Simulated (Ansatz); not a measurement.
# C3H9ClInN: up Jacob's ladder to CCSD(T)

One table from this session's results is given with a row withheld; the runs are named, their logs left out.

Program: Ansatz 0.2.0, Gaussian basis. Level of theory: functionals in def2-TZVPP, the program's frozen cores in correlated methods. These are calculated values, not measurements.

Plan: PBE-D4, r2SCAN-D4, PBE0-D4, B3LYP-D4, ωB97X-V, ωB97M-V, B2PLYP; CCSD(T)/def2-TZVPP; MP2/def2-QZVPP; extrapolation to the limit.

### The geometry

All runs share one geometry, relaxed beforehand with PBE0-D4 in a triple-zeta def2 set. In takes the def2 core potential; no spin-orbit term is included.

SMILES `CC[N](C)[InH][Cl]`, 15 atoms, charge 0, spin multiplicity 1.

Atoms are counted from 1 here; the program's logs count them from 0.

Bond lengths: C1–C2 1.523 Å, C1–H7 1.093 Å, C1–H8 1.093 Å, C1–H9 1.092 Å, C2–N3 1.446 Å, C2–H10 1.102 Å, C2–H11 1.096 Å, N3–C4 1.442 Å, N3–In5 1.997 Å, C4–H12 1.098 Å, C4–H13 1.091 Å, C4–H14 1.100 Å, In5–Cl6 2.340 Å, In5–H15 1.693 Å. Angles: C2–C1–H7 110.5°, C2–C1–H8 110.7°, C2–C1–H9 111.7°, H7–C1–H8 108.3°, H7–C1–H9 107.6°, H8–C1–H9 108.0°, C1–C2–N3 114.6°, C1–C2–H10 108.9°, C1–C2–H11 108.7°, N3–C2–H10 109.2°, N3–C2–H11 109.1°, H10–C2–H11 105.9°, C2–N3–C4 114.9°, C2–N3–In5 122.2°, C4–N3–In5 122.9°, N3–C4–H12 112.8°, N3–C4–H13 110.5°, N3–C4–H14 110.8° and more.

The first run:

in.yaml reads:

```yaml
crystal:
  periodic: [false, false, false]
  atoms:
    - {symbol: C, position_ang: [1.372231, -0.577635, -1.268061]}
    - {symbol: C, position_ang: [1.101791, 0.170551, 0.030196]}
    - {symbol: N, position_ang: [-0.289304, 0.211674, 0.422889]}
    - {symbol: C, position_ang: [-1.130073, 1.036240, -0.409468]}
    - {symbol: In, position_ang: [-0.993906, -0.859756, 1.953242]}
    - {symbol: Cl, position_ang: [-3.299224, -0.519075, 2.168646]}
    - {symbol: H, position_ang: [2.440789, -0.570783, -1.498543]}
    - {symbol: H, position_ang: [1.044707, -1.617682, -1.189169]}
    - {symbol: H, position_ang: [0.849920, -0.122619, -2.111872]}
    - {symbol: H, position_ang: [1.481357, 1.200616, -0.064877]}
    - {symbol: H, position_ang: [1.687092, -0.293003, 0.832360]}
    - {symbol: H, position_ang: [-1.206288, 0.663094, -1.439392]}
    - {symbol: H, position_ang: [-2.142706, 1.081827, -0.004876]}
    - {symbol: H, position_ang: [-0.741919, 2.064363, -0.460660]}
    - {symbol: H, position_ang: [-0.174446, -1.867810, 3.039594]}
basis:
  gaussian: {orbitals: def2-TZVPP}
hamiltonian: {xc: pbe, dispersion: d4}
output: {forces: true, orbitals: {seedname: orbitals}}
```

The run is started by

```bash
$ ansatz run in.yaml --threads 2 --pin off --events-out ev --progress --plain --max-ram 32768MiB --backend cuda --devices 0, --max-vram 18GiB
```

Among the steps run: PBE-D4 (GGA); r2SCAN-D4 (meta-GGA); PBE0-D4 (hybrid); B3LYP-D4 (hybrid); ωB97X-V (range-separated); ωB97M-V (range-separated); B2PLYP (double hybrid); CCSD(T) in def2-TZVPP; MP2 in def2-QZVPP.

One of the session's tables, all rows but one given; the rest of the session is left out.

```
            method  atomisation energy (kcal/mol)
            PBE-D4                         1278.0
         r2SCAN-D4                         1256.9
           PBE0-D4                         1260.6
          B3LYP-D4                         1253.7
           ωB97X-V                         1262.1
           ωB97M-V                         1260.5
            B2PLYP                         1239.8
     HF/def2-TZVPP                          912.1
    MP2/def2-TZVPP                              ?
   CCSD/def2-TZVPP                         1208.4
CCSD(T)/def2-TZVPP                         1226.9
           MP2/CBS                         1271.0
       CCSD(T)/CBS                         1259.4
```

Q: Estimate the row for MP2/def2-TZVPP from the others.

As computed: atomisation energy (kcal/mol): 1238.5. In the column «atomisation energy (kcal/mol)» it lies between CCSD(T)/def2-TZVPP (1226.9) and B2PLYP (1239.8).

Limits of these values: Free atoms (3 C, 1 N, 1 In, 1 Cl, 9 H) were run apart at each level; the atomisation energy is their sum less the molecule, without zero-point or spin-orbit terms.
